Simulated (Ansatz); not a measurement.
## LuSb, space group Fm-3m: an all-electron equation of state, step by step

Program: the Ansatz DFT code, driven from Python.

Run as a notebook:

In [1]:
```python
import ansatz as az
from ase.eos import EquationOfState
from ase.units import GPa
import numpy as np
```

In [2]:
```python
vectors0 = np.array([
    [0.0, 3.039331, 3.039331],
    [3.039331, 0.0, 3.039331],
    [3.039331, 3.039331, 0.0],
])
sites = [
    ("Lu", (0.0, 0.0, 0.0)),
    ("Sb", (0.5, 0.5, 0.5)),
]
```

In [3]:
```python
def make_crystal(cell):
    crystal = az.Crystal(lattice=az.Lattice.of(cell))
    for symbol, position in sites:
        crystal = crystal.atom(symbol, position)
    return crystal
```

In [4]:
```python
volumes, energies = [], []
for scale in np.linspace(0.94, 1.06, 7):
    cell = vectors0 * scale ** (1 / 3)
    calc = (
        make_crystal(cell).calculation()
        .occupations(az.OccupationsMethod.FERMI_DIRAC)  # smearing steadies the SCF of a metal
        .functional(az.Functional.PBESOL)
        .kpoints(8, 8, 8)  # the mesh must be finer for metals
        .pseudopotentials("all_electron", lapw=True)
    )
    r = calc.run(threads=1, pin="off").report
    volumes.append(abs(np.linalg.det(cell)) / len(sites))
    energies.append(r["free_energy_ev"] / len(sites))
    print(f"{scale:.3f} {volumes[-1]:9.4f} A^3/atom {energies[-1]:16.5f} eV/atom  (estimated basis error {1000 * r['lapw_basis_errors']['total_ev_per_atom']:.2f} meV/atom)")
v0, e0, bulk = EquationOfState(volumes, energies, eos="birchmurnaghan").fit()
print(f"V0 = {v0:.4f} A^3/atom, B0 = {bulk / GPa:.1f} GPa")
```
```text
0.940   26.3914 A^3/atom    -286208.00200 eV/atom  (estimated basis error 0.08 meV/atom)
0.960   26.9529 A^3/atom    -286208.00466 eV/atom  (estimated basis error 0.08 meV/atom)
0.980   27.5144 A^3/atom    -286208.00236 eV/atom  (estimated basis error 0.08 meV/atom)
1.000   28.0759 A^3/atom    -286207.99560 eV/atom  (estimated basis error 0.08 meV/atom)
1.020   28.6374 A^3/atom    -286207.98481 eV/atom  (estimated basis error 0.08 meV/atom)
1.040   29.1990 A^3/atom    -286207.97039 eV/atom  (estimated basis error 0.08 meV/atom)
1.060   29.7605 A^3/atom    -286207.95269 eV/atom  (estimated basis error 0.08 meV/atom)
V0 = 26.9662 A^3/atom, B0 = 66.4 GPa
```

A third-order Birch-Murnaghan fit through the 7 points has its minimum at 26.96 Å³ an atom, 4.0 % below the typed cell, with a bulk modulus of 68 GPa and dB/dP = 4.0. From that minimum the energy rises by 2.7 meV an atom on the compressed side and 52.0 meV on the expanded side. The window is off centre, so dB/dP is rough.

Notes:
- All-electron totals depend on functional, relativistic treatment and basis; only differences at equal settings carry meaning.
- The mesh is modest for a metal, so energies can be off by several to tens of meV an atom and pressures by half a GPa or more; differences at equal mesh fare better.
- The structure comes from a database of computed cells and needn't be a stable or known phase.
- Hardware and time: 68 s on 1 thread of Arm Neoverse V2, with other jobs on the host, peak memory 0.47 GiB.
